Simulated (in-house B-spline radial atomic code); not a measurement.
# Eu²⁺: a test of the convergence tolerance

How far can the convergence tolerance be changed before the Eu²⁺ run goes wrong?

Program: in-house B-spline radial atomic code version 1. Level of theory: scalar-relativistic (spin-free one-electron X2C) BP86, spin-polarised, spherical fractional occupations, Fermi nucleus, basis-set limit. These are calculated values, not measurements, unless marked.

**1. The system**

* element: europium (Z = 63)
* charge: +2
* electrons: 61
* configuration: [Xe] 4f7
* Hamiltonian: scalar-relativistic (X2C)
* nucleus: Fermi, rms radius 5.112 fm

The outer shells:

[Xe] 4f7
```
[Xe] core
4f [↑ ][↑ ][↑ ][↑ ][↑ ][↑ ][↑ ]
```

Where spins are not typed, each open shell is filled with up spins first.

A run counts as converged when the orbital gradient is under the tolerance times 63 hartree (or under the basis's noise floor) and the energy moved by less than 1e-8 hartree times the root of its size. Energy differences under 3e-05 hartree are noise.

**2. Reference run with standard settings**

Input settings:

```ini
Z = 63
electrons = 61.0
configuration = [Xe] 4f7
hamiltonian = x2c
method = b88,p86
spin_polarised = True
nucleus = fermi
rms_radius = 5.1115
mass_number = 153
atomic_mass = 152.921236789
speed_of_light = 137.035999084
knot_spacing = 0.22
spline_order = 8
gauss_points = 12
box_radius = 22.22
max_iterations = 70
damping = 0.5
damped_steps = 3
diis_vectors = 10
tolerance = 1e-08
start = Thomas-Fermi
```

Run with:

```bash
$ python run_scf.py task.json out
```

One command runs all members of the session, one after another, from task.json.

**3. Convergence tolerance 0.01**

Changes to the settings of step 2:

```diff
@@ -19,3 +19,3 @@
 diis_vectors = 10
-tolerance = 1e-08
+tolerance = 0.01
 start = Thomas-Fermi
```

**4. Convergence tolerance 0.001**

Changes to the settings of step 3:

```diff
@@ -19,3 +19,3 @@
 diis_vectors = 10
-tolerance = 0.01
+tolerance = 0.001
 start = Thomas-Fermi
```

**5. Convergence tolerance 0.0001**

Changes to the settings of step 4:

```diff
@@ -19,3 +19,3 @@
 diis_vectors = 10
-tolerance = 0.001
+tolerance = 0.0001
 start = Thomas-Fermi
```

**6. Convergence tolerance 1e-05**

Changes to the settings of step 5:

```diff
@@ -19,3 +19,3 @@
 diis_vectors = 10
-tolerance = 0.0001
+tolerance = 1e-05
 start = Thomas-Fermi
```

**7. Convergence tolerance 1e-06**

Changes to the settings of step 6:

```diff
@@ -19,3 +19,3 @@
 diis_vectors = 10
-tolerance = 1e-05
+tolerance = 1e-06
 start = Thomas-Fermi
```

**8. Convergence tolerance 1e-10**

Changes to the settings of step 7:

```diff
@@ -19,3 +19,3 @@
 diis_vectors = 10
-tolerance = 1e-06
+tolerance = 1e-10
 start = Thomas-Fermi
```

**9. Convergence tolerance 1e-13**

Changes to the settings of step 8:

```diff
@@ -19,3 +19,3 @@
 diis_vectors = 10
-tolerance = 1e-10
+tolerance = 1e-13
 start = Thomas-Fermi
```

Before running: Which of these runs converge to the reference energy, which miss it and by about how much, and which fail?

As calculated:

| run | outcome | iterations | energy less the reference (hartree) |
| --- | --- | --- | --- |
| reference | converged | 11 | 0 |
| convergence tolerance 0.01 | converged | 9 | below noise |
| convergence tolerance 0.001 | converged | 9 | below noise |
| convergence tolerance 0.0001 | converged | 9 | below noise |
| convergence tolerance 1e-05 | converged | 9 | below noise |
| convergence tolerance 1e-06 | converged | 9 | below noise |
| convergence tolerance 1e-10 | converged | 11 | below noise |
| convergence tolerance 1e-13 | converged | 11 | below noise |

Of 7 changed inputs, 7 gave the reference energy within 3e-05 hartree. No value tried here spoils the result.
